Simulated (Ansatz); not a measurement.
CsLiCr2Te2S3, 9 atoms in the cell. It takes space group Pm (No. 6, monoclinic). The conventional cell has a = 7.057 Å, b = 3.981 Å, c = 9.084 Å, α = 90.00°, β = 107.12°, γ = 90.00°. Cs (site symmetry m) has 3 S at 3.44 to 3.50 Å and 1 Te at 3.93 Å as nearest neighbours. Li (site symmetry m) is surrounded by 3 S at 2.21 to 2.30 Å. Cr (site symmetry m) is surrounded by 5 S at 2.47 to 2.63 Å and 1 Te at 2.79 Å and 2 Li at 2.81 Å. Around Cr (site symmetry m) lie 2 S at 2.34 to 2.50 Å. Te (site symmetry m) has 3 Cr at 2.76 to 2.79 Å as nearest neighbours. Te (site symmetry m) is surrounded by 1 S at 2.48 Å and 2 Cr at 2.80 Å. Around S (site symmetry m) lie 2 Li at 2.21 Å and 1 Te at 2.48 Å and 1 Cr at 2.51 Å. Around S (site symmetry m) lie 3 Cr at 2.34 to 2.47 Å and 1 Li at 2.63 Å. The cell was built by a generator and needn't be a form met in nature.

| Quantity | Value |
| --- | --- |
| Program | Ansatz 0.2.0 |
| Task | band structure |
| Functional | RPBE |
| Potentials or basis | Ansatz PAW |
| Cutoff | 420 eV (not typed: the program's choice for these potentials) |
| k mesh | 4 × 7 × 3 |
| Occupations | fermi-dirac, width 0.05 eV |
| Spin | collinear spin, ferromagnetic start |
| Starting moments | [0.0, 0.0, 3.0, 3.0, 0.0, 0.0, 0.0, 0.0, 0.0] μB |
| Path | [["G", "Y", "H", "C", "E", "M1", "A", "X", "H1"], ["M", "D", "Z"], ["Y", "D"]] |
| Points for each segment of the path | 10 |

Potentials or basis: Ansatz PAW.

The run is started by

```bash
$ ansatz run input.yaml --threads 8 --pin off --max-ram 20480MiB --backend cpu --events-out ev --progress --plain --runs-dir out
```

Hardware: 8 threads of Intel(R) Xeon(R) 6975P-C (Granite Rapids) (shared host).

Problem. Estimate the wall time of this run.

Solution. Wall time 31 s on 8 threads of Intel(R) Xeon(R) 6975P-C (Granite Rapids), on a shared host, peak memory 2.3 GiB. Counts: scf iterations 21, plane waves 4787, k points 28, bands 67.
